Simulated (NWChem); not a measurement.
# CH6BNO2 (SMILES COB(N)O) at HF/6-31G(d) (spherical functions)

Aim: a geometry optimisation of CH6BNO2. 

The results are computed with NWChem 7.3.0.

## 1. The molecule

CH6BNO2: 11 atoms, total charge 0, spin state singlet. SMILES: `COB(N)O`. The coordinates come from a PBE0-D4/def2-TZVP relaxation. This is one conformer, not always the lowest. The run starts from this shape.

Bond lengths: C1–O2 1.404 Å, O2–B3 1.375 Å, B3–N4 1.409 Å, B3–O5 1.372 Å, C1–H6 1.096 Å, C1–H7 1.091 Å, C1–H8 1.096 Å, N4–H9 1.002 Å, N4–H10 1.003 Å, O5–H11 0.959 Å. Some angles: C1–O2–B3 120.9°, O2–B3–N4 123.5°, O2–B3–O5 117.8°, N4–B3–O5 118.7°, O2–C1–H6 111.6°, O2–C1–H7 108.2°, O2–C1–H8 111.6°, B3–N4–H9 124.4°, B3–N4–H10 121.1°, B3–O5–H11 111.1°.

## 2. A geometry optimisation at HF/6-31G(d) (spherical functions)

ch6bno2.nw reads:

```
start ch6bno2
title "CH6BNO2"
memory stack 880 mb heap 220 mb global 1100 mb
charge 0

geometry
 C        0.713500       0.851600       1.129700
 O       -0.446700       0.102500       0.878500
 B       -0.644000      -0.506700      -0.338400
 N        0.275800      -0.431900      -1.403700
 O       -1.801000      -1.223100      -0.514800
 H        0.801300       1.701800       0.443100
 H        0.654400       1.238600       2.147600
 H        1.616900       0.236000       1.047600
 H        1.144100       0.066300      -1.366900
 H        0.095200      -0.890900      -2.277500
 H       -2.344100      -1.201100       0.275400
end

basis "ao basis" spherical bse
 * library 6-31G*
end

scf
 thresh 1e-07
 maxiter 80
 print low
end

driver
 maxiter 60
end

freq
 temp 3 298.15 400 700
end

task scf optimize
task scf frequencies
```

On the command line:

```
nwchem ch6bno2.nw > ch6bno2.out
```

Log:

```text
[...]
 Group name             Cs
[...]
  functions       =    82
[...]
  wavefunction    = RHF
[...]
         Total SCF energy =   -270.354423133704
[...]
@    0    -270.35442313  0.0D+00  0.01344  0.00423  0.00000  0.00000     15.4
[...]
         Total SCF energy =   -270.355079989700
[...]
@    1    -270.35515354 -7.3D-04  0.00328  0.00092  0.02200  0.06317     35.3
[...]
@    3    -270.35520377 -4.7D-06  0.00022  0.00008  0.00147  0.00495     57.2
[...]
         Total SCF energy =   -270.355204190635
[...]
@    4    -270.35520419 -4.2D-07  0.00009  0.00003  0.00058  0.00216     67.9
[...]
         Total SCF energy =   -270.355204261638
[...]
         Total SCF energy =   -270.355204261638
[...]
                         RHF ENERGY GRADIENTS
    atom               coordinates                        gradient
                 x          y          z           x          y          z
   1 C      -0.127774   3.585859   0.000000   -0.000028  -0.000024   0.000000
   2 O      -1.326879   1.237394   0.000000    0.000033   0.000029   0.000000
   3 B      -0.025706  -0.994888   0.000000   -0.000035   0.000005   0.000000
   4 N       2.635695  -1.162685   0.000000    0.000016  -0.000030   0.000000
   5 O      -1.398088  -3.179313   0.000000   -0.000002  -0.000005   0.000000
   6 H       1.041189   3.831187  -1.668862    0.000009   0.000000  -0.000010
   7 H      -1.569416   5.034144   0.000000   -0.000007   0.000001   0.000000
   8 H       1.041189   3.831187   1.668862    0.000009   0.000000   0.000010
   9 H       3.810021   0.300330   0.000000   -0.000009   0.000003   0.000000
  10 H       3.489063  -2.836781   0.000000    0.000011   0.000017   0.000000
  11 H      -3.155719  -2.845911   0.000000    0.000003   0.000004   0.000000
[...]
@    5    -270.35520426 -7.1D-08  0.00003  0.00001  0.00024  0.00062     78.0
[...]
      Optimization converged
[...]
@    5    -270.35520426 -7.1D-08  0.00003  0.00001  0.00024  0.00062     78.0
[...]
         Total SCF energy =   -270.355204259166
      One-electron energy =   -721.027334668220
      Two-electron energy =    273.824802252926
 Nuclear repulsion energy =    176.847328156128
        Time for solution =      2.3s
[...]
 Zero-Point correction to Energy  =   59.728 kcal/mol  (  0.095183 au)
 Thermal correction to Energy     =   75.395 kcal/mol  (  0.120150 au)
 Thermal correction to Enthalpy   =   76.785 kcal/mol  (  0.122365 au)
 Total Entropy                    =  102.285 cal/mol-K
   - Translational                =   43.083 cal/mol-K (mol. weight =  75.0491)
   - Rotational                   =   28.100 cal/mol-K (symmetry #  =        1)
   - Vibrational                  =   31.102 cal/mol-K
 Cv (constant volume heat capacity) =   35.932 cal/mol-K
   - Translational                  =    2.979 cal/mol-K
   - Rotational                     =    2.979 cal/mol-K
   - Vibrational                    =   29.973 cal/mol-K
[...]
 Normal Eigenvalue ||           Projected Infra Red Intensities
  Mode   [cm**-1]  || [atomic units] [(debye/angs)**2] [(KM/mol)] [arbitrary]
 ------ ---------- || -------------- ----------------- ---------- -----------
    1       -0.000 ||    0.000738           0.017         0.719       0.098
    2       -0.000 ||    0.000239           0.006         0.233       0.032
    3       -0.000 ||    0.001121           0.026         1.092       0.149
    4       -0.000 ||    0.000073           0.002         0.071       0.010
    5       -0.000 ||    0.000290           0.007         0.282       0.039
    6        0.000 ||    0.000626           0.014         0.610       0.083
    7      133.316 ||    0.001022           0.024         0.996       0.136
    8      150.027 ||    0.000740           0.017         0.721       0.098
    9      250.727 ||    0.002682           0.062         2.614       0.357
   10      311.580 ||    0.195255           4.505       190.344      25.961
   11      415.463 ||    0.010344           0.239        10.084       1.375
   12      476.276 ||    0.185313           4.275       180.652      24.639
   13      510.203 ||    0.007990           0.184         7.789       1.062
   14      568.830 ||    0.020912           0.482        20.386       2.780
[...]
```

Run time: 2 min. Hardware: 1 thread of AMD EPYC 7B13 (Zen 3), shared host; peak memory 0.15 GiB.

The path in brief:

| step | energy from the first frame kept (eV) |
| --- | --- |
| 0 | 0.0000 |
| 1 | -0.0199 |
| 2 | -0.0211 |
| 3 | -0.0212 |
| 4 | -0.0213 |
| 5 | -0.0213 |

After the run. Bond lengths: C1–O2 1.395 Å, O2–B3 1.367 Å, B3–N4 1.411 Å, B3–O5 1.365 Å, C1–H6 1.086 Å, C1–H7 1.081 Å, C1–H8 1.086 Å, N4–H9 0.993 Å, N4–H10 0.994 Å, O5–H11 0.947 Å. Some angles: C1–O2–B3 122.7°, O2–B3–N4 123.8°, O2–B3–O5 117.6°, N4–B3–O5 118.5°, O2–C1–H6 111.4°, O2–C1–H7 108.1°, O2–C1–H8 111.4°, B3–N4–H9 125.1°, B3–N4–H10 120.6°, B3–O5–H11 111.4°.

## 3. What came out

At HF/6-31G* (spherical functions):

| quantity | value |
| --- | --- |
| total energy at the end | -270.35520 Eh |
| lowest harmonic wavenumber | 133 cm⁻¹ |
| highest harmonic wavenumber | 4122 cm⁻¹ |
| zero-point energy | 249.9 kJ/mol |

In words: At the final geometry: Bond lengths: C1–O2 1.395 Å, O2–B3 1.367 Å, B3–N4 1.411 Å, B3–O5 1.365 Å, C1–H6 1.086 Å, C1–H7 1.081 Å, C1–H8 1.086 Å, N4–H9 0.993 Å, N4–H10 0.994 Å, O5–H11 0.947 Å. Some angles: C1–O2–B3 122.7°, O2–B3–N4 123.8°, O2–B3–O5 117.6°, N4–B3–O5 118.5°, O2–C1–H6 111.4°, O2–C1–H7 108.1°, O2–C1–H8 111.4°, B3–N4–H9 125.1°, B3–N4–H10 120.6°, B3–O5–H11 111.4°. All 27 modes are real, so the shape is a minimum at this level. The optimisation took 6 steps and changed the energy by -0.021 eV.
